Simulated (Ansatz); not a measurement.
**The cluster Si16H28O: single points with varied inputs**

Aim: run the cluster Si16H28O under a spread of inputs, and see what each costs and gives.

Program: Ansatz 0.2.0, Gaussian basis. Level of theory: the settings change from run to run. These are calculated values, not measurements.

## Step 1: The molecule

The geometry comes from an earlier relaxation with PBE-D4/def2-SVP; it is a stationary point, not always the lowest conformer.

45 atoms, charge 0, spin multiplicity 1.

Atoms are counted from 1 here; the program's logs count them from 0.

Bond lengths: Si1–Si11 2.351 Å, Si1–Si12 2.355 Å, Si1–H18 1.513 Å, Si1–H19 1.506 Å, Si2–Si10 2.349 Å, Si2–Si14 2.351 Å, Si2–H20 1.511 Å, Si2–H21 1.501 Å, Si3–Si13 2.353 Å, Si3–Si14 2.353 Å, Si3–Si15 2.361 Å, Si3–H22 1.527 Å, O4–Si10 1.807 Å, O4–Si11 1.798 Å, O4–Si13 1.871 Å, Si5–Si6 2.366 Å, Si5–Si12 2.351 Å, Si5–H23 1.510 Å and more. Angles: Si11–Si1–Si12 118.2°, Si11–Si1–H18 100.0°, Si11–Si1–H19 108.0°, Si12–Si1–H18 109.4°, Si12–Si1–H19 112.4°, H18–Si1–H19 107.6°, Si10–Si2–Si14 106.0°, Si10–Si2–H20 100.2°, Si10–Si2–H21 108.5°, Si14–Si2–H20 116.3°, Si14–Si2–H21 114.4°, H20–Si2–H21 110.1°, Si13–Si3–Si14 98.1°, Si13–Si3–Si15 117.7°, Si13–Si3–H22 91.9°, Si14–Si3–Si15 108.5°, Si14–Si3–H22 106.0°, Si15–Si3–H22 129.7° and more.

## Step 2: wB97/aug-cc-pVDZ

Options: charge +1, multiplicity 2, density fitting with def2-universal-jkfit.

in.yaml reads:

```yaml
crystal:
  periodic: [false, false, false]
  atoms:
    - {symbol: Si, position_ang: [-3.776824, 1.453013, -0.216310]}
    - {symbol: Si, position_ang: [-0.827059, -3.356457, 2.050322]}
    - {symbol: Si, position_ang: [1.665448, -2.887627, -0.521467]}
    - {symbol: O, position_ang: [-1.552646, -1.149342, -0.588789]}
    - {symbol: Si, position_ang: [-0.905547, 2.219003, 2.449598]}
    - {symbol: Si, position_ang: [0.840785, 0.867285, 1.601643]}
    - {symbol: Si, position_ang: [2.008185, 1.937687, -0.149645]}
    - {symbol: Si, position_ang: [-1.147863, 4.315331, -0.707600]}
    - {symbol: Si, position_ang: [4.539561, -1.119971, -0.184827]}
    - {symbol: Si, position_ang: [-2.117740, -1.669760, 1.046251]}
    - {symbol: Si, position_ang: [-2.756336, -0.205554, -1.533770]}
    - {symbol: Si, position_ang: [-2.397879, 3.047642, 0.832391]}
    - {symbol: Si, position_ang: [0.068346, -1.446136, -1.475431]}
    - {symbol: Si, position_ang: [0.187635, -4.532113, 0.285108]}
    - {symbol: Si, position_ang: [2.936261, -2.068787, 1.291465]}
    - {symbol: Si, position_ang: [0.575563, 3.036448, -1.674787]}
    - {symbol: Si, position_ang: [3.526002, 0.622292, -1.409057]}
    - {symbol: H, position_ang: [-4.627780, 2.134716, -1.264679]}
    - {symbol: H, position_ang: [-4.707261, 0.771302, 0.752538]}
    - {symbol: H, position_ang: [-1.900396, -4.094790, 2.816150]}
    - {symbol: H, position_ang: [0.138365, -2.715092, 3.003882]}
    - {symbol: H, position_ang: [2.125015, -3.370624, -1.895608]}
    - {symbol: H, position_ang: [-1.669629, 1.500094, 3.535985]}
    - {symbol: H, position_ang: [-0.296310, 3.456461, 3.065372]}
    - {symbol: H, position_ang: [0.212217, -0.427345, 1.145711]}
    - {symbol: H, position_ang: [1.740423, 0.583762, 2.769227]}
    - {symbol: H, position_ang: [2.753962, 3.051372, 0.551968]}
    - {symbol: H, position_ang: [-2.057098, 4.897376, -1.762543]}
    - {symbol: H, position_ang: [-0.551763, 5.452853, 0.084245]}
    - {symbol: H, position_ang: [5.220228, -1.960473, -1.249576]}
    - {symbol: H, position_ang: [5.661736, -0.436550, 0.570186]}
    - {symbol: H, position_ang: [-3.492069, -2.165992, 0.671780]}
    - {symbol: H, position_ang: [-2.303619, -0.375587, 1.788679]}
    - {symbol: H, position_ang: [-3.711125, -1.239082, -2.058971]}
    - {symbol: H, position_ang: [-1.945766, 0.367660, -2.654762]}
    - {symbol: H, position_ang: [-3.413199, 3.947920, 1.501842]}
    - {symbol: H, position_ang: [-0.524242, -1.953223, -2.769707]}
    - {symbol: H, position_ang: [0.429543, -0.006596, -1.702172]}
    - {symbol: H, position_ang: [-0.929685, -4.986488, -0.626214]}
    - {symbol: H, position_ang: [0.879869, -5.749178, 0.841137]}
    - {symbol: H, position_ang: [3.626271, -3.451587, 1.355741]}
    - {symbol: H, position_ang: [-0.079570, 2.044076, -2.605122]}
    - {symbol: H, position_ang: [1.415176, 3.951713, -2.533735]}
    - {symbol: H, position_ang: [2.715128, 0.066322, -2.561901]}
    - {symbol: H, position_ang: [4.467990, 1.632527, -2.025249]}
basis:
  gaussian: {orbitals: aug-cc-pVDZ, fitting: {mean_field: def2-universal-jkfit}}
total_charge: 1
magnetization: {spin_polarized: true, initial_magnetization: 1}
hamiltonian: {xc: {name: wB97}}
output: {forces: true}
```

Run with:

```sh
$ ansatz run in.yaml --threads 2 --pin off --events-out ev --progress --plain --max-ram 32768MiB --backend cuda --devices 0, --max-vram 18GiB
```

Log, cut to the lines that bear on the results:

```text
Functional definition: wB97
  name "wB97"
  cite "Chai & Head-Gordon, J. Chem. Phys. 128, 084106 (2008) doi:10.1063/1.2834918"
  cite "Becke, J. Chem. Phys. 107, 8554 (1997) doi:10.1063/1.475007"
[...]
  # The coefficients of nought are those of the uniform gas.
[...]
      + integral(e_c_pw_opposite_spin*poly(b97_u_opposite, 1, cos1, cos2, cos3, cos4))
2629 factors; integrals over basis functions are off by at most 3.2e-1 eV
2629 factors; integrals over basis functions are off by at most 5.8e-4 eV
[...]
mean field -128536.16363881 eV, -4723.6168887852 hartree, gradient 2.9e-5 eV, S^2 0.755126; 2 other end points of the search recorded, 0 dependent functions left out
[...]
reference -128536.16356294 eV, -4723.6168859971 hartree; 130, 129 occupied and 577, 578 virtual orbitals, 2629 factors
Total energy: -128536.16356294 eV, -4723.6168859971 hartree
Atom 0 at    -3.776824     1.453013    -0.216310 Å, force    -0.272798     0.059957    -0.050706 eV/Å
Atom 1 at    -0.827059    -3.356457     2.050322 Å, force    -0.333289    -0.102902     0.082309 eV/Å
Atom 2 at     1.665448    -2.887627    -0.521467 Å, force    -1.583834    -0.318104    -0.292945 eV/Å
Atom 3 at    -1.552646    -1.149342    -0.588789 Å, force     0.595775    -0.302795     0.079522 eV/Å
Atom 4 at    -0.905547     2.219003     2.449598 Å, force    -0.147139     0.194201     0.283258 eV/Å
[...]
Atom 29 at     5.220228    -1.960473    -1.249576 Å, force    -0.459988    -0.373013     0.516884 eV/Å
Atom 30 at     5.661736    -0.436550     0.570186 Å, force    -0.239978    -0.219112    -0.042848 eV/Å
Atom 31 at    -3.492069    -2.165992     0.671780 Å, force     0.237374     0.026831     0.073579 eV/Å
Atom 32 at    -2.303619    -0.375587     1.788679 Å, force     0.112231    -0.239403    -0.109410 eV/Å
Atom 33 at    -3.711125    -1.239082    -2.058971 Å, force     0.187206     0.105079     0.109206 eV/Å
Atom 34 at    -1.945766     0.367660    -2.654762 Å, force    -0.026913    -0.102189     0.143438 eV/Å
Atom 35 at    -3.413199     3.947920     1.501842 Å, force     0.207315    -0.147512    -0.032024 eV/Å
Atom 36 at    -0.524242    -1.953223    -2.769707 Å, force     0.229356    -0.061847     0.296997 eV/Å
Atom 37 at     0.429543    -0.006596    -1.702172 Å, force    -0.014965    -0.369953     0.095616 eV/Å
Atom 38 at    -0.929685    -4.986488    -0.626214 Å, force     0.265574     0.222938     0.025973 eV/Å
Atom 39 at     0.879869    -5.749178     0.841137 Å, force    -0.025979     0.218350    -0.111453 eV/Å
Atom 40 at     3.626271    -3.451587     1.355741 Å, force    -0.369069     0.407858     0.865547 eV/Å
Atom 41 at    -0.079570     2.044076    -2.605122 Å, force     0.098882     0.044961     0.134867 eV/Å
Atom 42 at     1.415176     3.951713    -2.533735 Å, force    -0.058255    -0.177499     0.157162 eV/Å
Atom 43 at     2.715128     0.066322    -2.561901 Å, force     0.120667    -0.036330     0.185749 eV/Å
Atom 44 at     4.467990     1.632527    -2.025249 Å, force    -0.011248    -0.327005     0.187283 eV/Å
Dipole moment:    -0.236187    -0.914543     0.060624 e Å
```

Wall time 64 s (1 × H100 (card shared with other runs) with 2 threads of AMD EPYC 7R13, shared host); peak host memory 2.5 GiB.

Largest force 2.748 eV/Å, ⟨S²⟩ 0.755.

## Step 3: wB97/6-31G*

Set apart from the defaults: multiplicity 3, restricted open-shell orbitals, coordinates scaled by 1.12.

in.yaml reads:

```yaml
crystal:
  periodic: [false, false, false]
  atoms:
    - {symbol: Si, position_ang: [-4.230043, 1.627374, -0.242267]}
    - {symbol: Si, position_ang: [-0.926306, -3.759232, 2.296361]}
    - {symbol: Si, position_ang: [1.865301, -3.234142, -0.584043]}
    - {symbol: O, position_ang: [-1.738963, -1.287263, -0.659443]}
    - {symbol: Si, position_ang: [-1.014213, 2.485283, 2.743550]}
    - {symbol: Si, position_ang: [0.941679, 0.971360, 1.793840]}
    - {symbol: Si, position_ang: [2.249167, 2.170210, -0.167602]}
    - {symbol: Si, position_ang: [-1.285607, 4.833171, -0.792513]}
    - {symbol: Si, position_ang: [5.084308, -1.254368, -0.207006]}
    - {symbol: Si, position_ang: [-2.371869, -1.870131, 1.171801]}
    - {symbol: Si, position_ang: [-3.087097, -0.230221, -1.717822]}
    - {symbol: Si, position_ang: [-2.685625, 3.413358, 0.932278]}
    - {symbol: Si, position_ang: [0.076548, -1.619672, -1.652483]}
    - {symbol: Si, position_ang: [0.210151, -5.075967, 0.319321]}
    - {symbol: Si, position_ang: [3.288613, -2.317042, 1.446441]}
    - {symbol: Si, position_ang: [0.644631, 3.400822, -1.875761]}
    - {symbol: Si, position_ang: [3.949122, 0.696967, -1.578144]}
    - {symbol: H, position_ang: [-5.183114, 2.390882, -1.416440]}
    - {symbol: H, position_ang: [-5.272133, 0.863859, 0.842842]}
    - {symbol: H, position_ang: [-2.128443, -4.586165, 3.154087]}
    - {symbol: H, position_ang: [0.154968, -3.040903, 3.364348]}
    - {symbol: H, position_ang: [2.380017, -3.775099, -2.123081]}
    - {symbol: H, position_ang: [-1.869984, 1.680105, 3.960303]}
    - {symbol: H, position_ang: [-0.331867, 3.871236, 3.433217]}
    - {symbol: H, position_ang: [0.237683, -0.478627, 1.283197]}
    - {symbol: H, position_ang: [1.949274, 0.653813, 3.101534]}
    - {symbol: H, position_ang: [3.084437, 3.417536, 0.618204]}
    - {symbol: H, position_ang: [-2.303950, 5.485062, -1.974048]}
    - {symbol: H, position_ang: [-0.617975, 6.107195, 0.094354]}
    - {symbol: H, position_ang: [5.846655, -2.195730, -1.399525]}
    - {symbol: H, position_ang: [6.341144, -0.488936, 0.638608]}
    - {symbol: H, position_ang: [-3.911118, -2.425911, 0.752393]}
    - {symbol: H, position_ang: [-2.580053, -0.420657, 2.003320]}
    - {symbol: H, position_ang: [-4.156460, -1.387772, -2.306047]}
    - {symbol: H, position_ang: [-2.179257, 0.411779, -2.973333]}
    - {symbol: H, position_ang: [-3.822783, 4.421671, 1.682063]}
    - {symbol: H, position_ang: [-0.587151, -2.187610, -3.102072]}
    - {symbol: H, position_ang: [0.481088, -0.007388, -1.906432]}
    - {symbol: H, position_ang: [-1.041247, -5.584866, -0.701359]}
    - {symbol: H, position_ang: [0.985453, -6.439079, 0.942073]}
    - {symbol: H, position_ang: [4.061424, -3.865778, 1.518430]}
    - {symbol: H, position_ang: [-0.089119, 2.289365, -2.917736]}
    - {symbol: H, position_ang: [1.584997, 4.425918, -2.837783]}
    - {symbol: H, position_ang: [3.040943, 0.074280, -2.869329]}
    - {symbol: H, position_ang: [5.004149, 1.828431, -2.268278]}
basis:
  gaussian: {orbitals: "6-31G*"}
magnetization: {spin_polarized: false, initial_magnetization: 2}
hamiltonian: {xc: {name: wB97}}
scf: {omitted_lower_state_checks: [starts]}
```

Launched as before.

Log, cut to the lines that bear on the results:

```text
Functional definition: wB97
  name "wB97"
  cite "Chai & Head-Gordon, J. Chem. Phys. 128, 084106 (2008) doi:10.1063/1.2834918"
  cite "Becke, J. Chem. Phys. 107, 8554 (1997) doi:10.1063/1.475007"
[...]
  # The coefficients of nought are those of the uniform gas.
[...]
      + integral(e_c_pw_opposite_spin*poly(b97_u_opposite, 1, cos1, cos2, cos3, cos4))
[...]
4647 factors; their error is unknown
1611 factors; integrals over basis functions are off by at most 1.3e-5 eV
[...]
mean field -128517.34226776 eV, -4722.9252161567 hartree, gradient 3.8e-5 eV, S^2 2.000000; 0 other end points of the search recorded, 0 dependent functions left out
reference -128517.34224219 eV, -4722.9252152170 hartree; 131, 129 occupied and 244, 246 virtual orbitals, 4647 factors
Total energy: -128517.34224219 eV, -4722.9252152170 hartree
Checks for a lower state left out: starts
```

It took 39 s on 1 × H100 (card shared with other runs) with 2 threads of AMD EPYC 7R13, shared host; peak host memory 1.7 GiB.

## Step 4: r2SCAN50/6-31++G**

This run has charge +1, multiplicity 2, restricted open-shell orbitals, density fitting with def2-universal-jkfit, finite nuclei, D3(BJ) with three-body dispersion.

in.yaml reads:

```yaml
crystal:
  periodic: [false, false, false]
  atoms:
    - {symbol: Si, position_ang: [-3.776824, 1.453013, -0.216310]}
    - {symbol: Si, position_ang: [-0.827059, -3.356457, 2.050322]}
    - {symbol: Si, position_ang: [1.665448, -2.887627, -0.521467]}
    - {symbol: O, position_ang: [-1.552646, -1.149342, -0.588789]}
    - {symbol: Si, position_ang: [-0.905547, 2.219003, 2.449598]}
    - {symbol: Si, position_ang: [0.840785, 0.867285, 1.601643]}
    - {symbol: Si, position_ang: [2.008185, 1.937687, -0.149645]}
    - {symbol: Si, position_ang: [-1.147863, 4.315331, -0.707600]}
    - {symbol: Si, position_ang: [4.539561, -1.119971, -0.184827]}
    - {symbol: Si, position_ang: [-2.117740, -1.669760, 1.046251]}
    - {symbol: Si, position_ang: [-2.756336, -0.205554, -1.533770]}
    - {symbol: Si, position_ang: [-2.397879, 3.047642, 0.832391]}
    - {symbol: Si, position_ang: [0.068346, -1.446136, -1.475431]}
    - {symbol: Si, position_ang: [0.187635, -4.532113, 0.285108]}
    - {symbol: Si, position_ang: [2.936261, -2.068787, 1.291465]}
    - {symbol: Si, position_ang: [0.575563, 3.036448, -1.674787]}
    - {symbol: Si, position_ang: [3.526002, 0.622292, -1.409057]}
    - {symbol: H, position_ang: [-4.627780, 2.134716, -1.264679]}
    - {symbol: H, position_ang: [-4.707261, 0.771302, 0.752538]}
    - {symbol: H, position_ang: [-1.900396, -4.094790, 2.816150]}
    - {symbol: H, position_ang: [0.138365, -2.715092, 3.003882]}
    - {symbol: H, position_ang: [2.125015, -3.370624, -1.895608]}
    - {symbol: H, position_ang: [-1.669629, 1.500094, 3.535985]}
    - {symbol: H, position_ang: [-0.296310, 3.456461, 3.065372]}
    - {symbol: H, position_ang: [0.212217, -0.427345, 1.145711]}
    - {symbol: H, position_ang: [1.740423, 0.583762, 2.769227]}
    - {symbol: H, position_ang: [2.753962, 3.051372, 0.551968]}
    - {symbol: H, position_ang: [-2.057098, 4.897376, -1.762543]}
    - {symbol: H, position_ang: [-0.551763, 5.452853, 0.084245]}
    - {symbol: H, position_ang: [5.220228, -1.960473, -1.249576]}
    - {symbol: H, position_ang: [5.661736, -0.436550, 0.570186]}
    - {symbol: H, position_ang: [-3.492069, -2.165992, 0.671780]}
    - {symbol: H, position_ang: [-2.303619, -0.375587, 1.788679]}
    - {symbol: H, position_ang: [-3.711125, -1.239082, -2.058971]}
    - {symbol: H, position_ang: [-1.945766, 0.367660, -2.654762]}
    - {symbol: H, position_ang: [-3.413199, 3.947920, 1.501842]}
    - {symbol: H, position_ang: [-0.524242, -1.953223, -2.769707]}
    - {symbol: H, position_ang: [0.429543, -0.006596, -1.702172]}
    - {symbol: H, position_ang: [-0.929685, -4.986488, -0.626214]}
    - {symbol: H, position_ang: [0.879869, -5.749178, 0.841137]}
    - {symbol: H, position_ang: [3.626271, -3.451587, 1.355741]}
    - {symbol: H, position_ang: [-0.079570, 2.044076, -2.605122]}
    - {symbol: H, position_ang: [1.415176, 3.951713, -2.533735]}
    - {symbol: H, position_ang: [2.715128, 0.066322, -2.561901]}
    - {symbol: H, position_ang: [4.467990, 1.632527, -2.025249]}
basis:
  gaussian: {orbitals: "6-31++G**", fitting: {mean_field: def2-universal-jkfit}, nuclear_model: gaussian}
total_charge: 1
magnetization: {spin_polarized: false, initial_magnetization: 1}
hamiltonian: {xc: {name: r2SCAN50}, dispersion: d3bjatm}
scf: {omitted_lower_state_checks: [starts]}
```

Launched as before.

Log, cut to the lines that bear on the results:

```text
Functional definition: r2SCAN50
  name "r2SCAN50"
  cite "Bursch, Neugebauer, Ehlert & Grimme, J. Chem. Phys. 156, 134105 (2022) doi:10.1063/5.0086040"
  cite "Furness, Kaplan, Ning, Perdew & Sun, J. Phys. Chem. Lett. 11, 8208 (2020) doi:10.1021/acs.jpclett.0c02405"
  cite "Furness, Kaplan, Ning, Perdew & Sun, J. Phys. Chem. Lett. 11, 9248 (2020) doi:10.1021/acs.jpclett.0c03077"
  parent r2scan
[...]
2629 factors; integrals over basis functions are off by at most 3.3e-1 eV
[...]
mean field -128518.85840253 eV, -4722.9809330821 hartree, gradient 5.0e-5 eV, S^2 0.750000; 0 other end points of the search recorded, 0 dependent functions left out
reference -128518.85846132 eV, -4722.9809352426 hartree; 130, 129 occupied and 425, 426 virtual orbitals, 2629 factors
Total energy: -128520.13855972 eV, -4723.0279779911 hartree
Checks for a lower state left out: starts
```

Wall time 27 s (1 × H100 (card shared with other runs) with 2 threads of AMD EPYC 7R13, shared host); peak host memory 1.5 GiB.

## Step 5: LC-wPBE/def2-mTZVPP

Set apart from the defaults: density fitting with def2-universal-jkfit, the search for lower states set to off.

in.yaml: that of step 4 with these lines changed.

```diff
@@ -49,6 +49,5 @@
 basis:
-  gaussian: {orbitals: "6-31++G**", fitting: {mean_field: def2-universal-jkfit}, nuclear_model: gaussian}
-total_charge: 1
-magnetization: {spin_polarized: false, initial_magnetization: 1}
-hamiltonian: {xc: {name: r2SCAN50}, dispersion: d3bjatm}
-scf: {omitted_lower_state_checks: [starts]}
+  gaussian: {orbitals: def2-mTZVPP, fitting: {mean_field: def2-universal-jkfit}}
+hamiltonian: {xc: {name: LC-wPBE}}
+scf: {lower_state_search: off}
+output: {forces: true}
```

Launched as before.

Log, cut to the lines that bear on the results:

```text
Functional definition: LC-wPBE
  name "LC-wPBE"
  cite "Vydrov & Scuseria, J. Chem. Phys. 125, 234109 (2006) doi:10.1063/1.2409292"
  cite "Heyd & Scuseria, J. Chem. Phys. 120, 7274 (2004) doi:10.1063/1.1668634"
  cite "Ernzerhof & Perdew, J. Chem. Phys. 109, 3313 (1998) doi:10.1063/1.476928"
  cite "Perdew, Burke & Ernzerhof, Phys. Rev. Lett. 77, 3865 (1996) doi:10.1103/PhysRevLett.77.3865"
  parent pbe
[...]
2629 factors; integrals over basis functions are off by at most 8.7e-1 eV
2629 factors; integrals over basis functions are off by at most 2.7e-6 eV
[...]
mean field -128508.02565135 eV, -4722.5828368187 hartree, gradient 5.5e-6 eV, S^2 0.000000; 0 other end points of the search recorded, 0 dependent functions left out
[...]
reference -128508.02565136 eV, -4722.5828368193 hartree; 130, 130 occupied and 466, 466 virtual orbitals, 2629 factors
[...]
Atom 37 at     0.429543    -0.006596    -1.702172 Å, force    -0.138836    -0.483488     0.086355 eV/Å
Atom 38 at    -0.929685    -4.986488    -0.626214 Å, force     0.331859     0.141047     0.232928 eV/Å
Atom 39 at     0.879869    -5.749178     0.841137 Å, force    -0.207915     0.348906    -0.174530 eV/Å
Atom 40 at     3.626271    -3.451587     1.355741 Å, force    -0.171814     0.384959     0.018923 eV/Å
Atom 41 at    -0.079570     2.044076    -2.605122 Å, force     0.191642     0.304232     0.253224 eV/Å
Atom 42 at     1.415176     3.951713    -2.533735 Å, force    -0.247869    -0.261733     0.250553 eV/Å
Atom 43 at     2.715128     0.066322    -2.561901 Å, force     0.228133     0.156114     0.308993 eV/Å
Atom 44 at     4.467990     1.632527    -2.025249 Å, force    -0.251586    -0.313101     0.180328 eV/Å
Dipole moment:    -1.839565     0.203840    -0.299739 e Å
Checks for a lower state left out: stability, starts, cluster_reference, orbital_swaps, neighbouring_geometries, increment
```

Run time: 28 s. Hardware: 1 × H100 (card shared with other runs) with 2 threads of AMD EPYC 7R13, shared host; peak host memory 1.5 GiB.

Largest force 0.813 eV/Å, dipole 9.01 D.

## Step 6: All runs side by side

| level | charge | multiplicity | geometry | functions | energy (eV) | time |
| --- | --- | --- | --- | --- | --- | --- |
| wB97/aug-cc-pVDZ | 1 | 2 | relaxed | 707 | -128536.164 | 64 s |
| wB97/6-31G* | 0 | 3 | scaled | 375 | -128517.342 | 39 s |
| r2SCAN50/6-31++G** | 1 | 2 | relaxed | 555 | -128520.139 | 27 s |
| LC-wPBE/def2-mTZVPP | 0 | 1 | relaxed | 596 | -128508.026 | 28 s |

## Step 7: Results

| quantity | value |
| --- | --- |
| runs | 4 |
| quickest | r2SCAN50/6-31++G**, 27 s |
| slowest | wB97/aug-cc-pVDZ, 64 s |

In words: The runs differ in state or geometry as well as level, so their energies can't be set against each other. wB97/aug-cc-pVDZ took 2 times as long as r2SCAN50/6-31++G**. The jobs differ in tasks and options as well as level. At the PBE-D4/def2-SVP geometry and in the same state, runs without warnings or point charges leave forces up to 0.81 eV/Å (LC-wPBE/def2-mTZVPP).
